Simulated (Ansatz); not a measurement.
# CH8F2Si: the cost of one run

All numbers below are computed with Ansatz 0.2.0 (UKS PBE-D4/STO-3G).

## Step 1: The structure to begin with

Bond lengths: Si1–C2 2.173 Å, Si1–H3 1.461 Å, Si1–H4 1.492 Å, Si1–H5 1.452 Å, Si1–F7 2.005 Å, C2–H10 1.093 Å, C2–H11 1.090 Å, C2–H12 1.085 Å. Angles (14 of 16 angles, heavy atoms first): C2–Si1–F7 88.8°, Si1–C2–H10 125.2°, Si1–C2–H11 119.4°, Si1–C2–H12 85.5°, C2–Si1–H3 113.7°, C2–Si1–H4 91.6°, C2–Si1–H5 107.3°, H3–Si1–F7 80.1°, H4–Si1–F7 178.9°, H5–Si1–F7 79.5°, H10–C2–H11 110.8°, H10–C2–H12 103.0°, H11–C2–H12 104.0°, H3–Si1–H4 98.8°.

Structure file:

```xyz
12

Si   -0.7905   -0.4770   -0.7764
C    -0.0840    0.0215    1.2177
H     0.2034   -1.1668   -1.5952
H    -1.5275   -1.6679   -0.2628
H    -1.8847    0.4254   -1.0860
H     1.3373    0.9738   -1.0580
F     0.2265    1.0994   -1.4832
H     1.0208    0.1024    0.3713
F     2.0127    0.4648   -0.2098
H     0.1922    1.0233    1.5554
H     0.4188   -0.7408    1.8133
H    -1.1249   -0.0582    1.5137
```

## Step 2: Run 1

150 steps of 0.5 fs at constant energy, with velocities drawn for 100 K.

The input, input.yaml:

```yaml
crystal:
  periodic: [false, false, false]
  atoms:
    - { symbol: Si, position_ang: [-0.7905, -0.477, -0.7764] }
    - { symbol: C, position_ang: [-0.084, 0.0215, 1.2177] }
    - { symbol: H, position_ang: [0.2034, -1.1668, -1.5952] }
    - { symbol: H, position_ang: [-1.5275, -1.6679, -0.2628] }
    - { symbol: H, position_ang: [-1.8847, 0.4254, -1.086] }
    - { symbol: H, position_ang: [1.3373, 0.9738, -1.058] }
    - { symbol: F, position_ang: [0.2265, 1.0994, -1.4832] }
    - { symbol: H, position_ang: [1.0208, 0.1024, 0.3713] }
    - { symbol: F, position_ang: [2.0127, 0.4648, -0.2098] }
    - { symbol: H, position_ang: [0.1922, 1.0233, 1.5554] }
    - { symbol: H, position_ang: [0.4188, -0.7408, 1.8133] }
    - { symbol: H, position_ang: [-1.1249, -0.0582, 1.5137] }
magnetization:
  spin_polarized: true
basis:
  gaussian: { orbitals: STO-3G }
hamiltonian:
  xc: pbe
  dispersion: d4
md:
  timestep: 0.5
  n_steps: 150
  ensemble: nve
  temperature: 100.0
  initial_velocities: maxwell_boltzmann
  seed: 195579
```

Command:

```
> ansatz run input.yaml --threads 1 --pin off --max-ram 2048MiB --backend cpu --events-out ev --progress --plain --runs-dir out
```

**Question.** How long does this run take on 1 thread of Arm Neoverse V1, shared host, and how much memory does it need?

About 7 min, with a peak of 0.11 GiB.
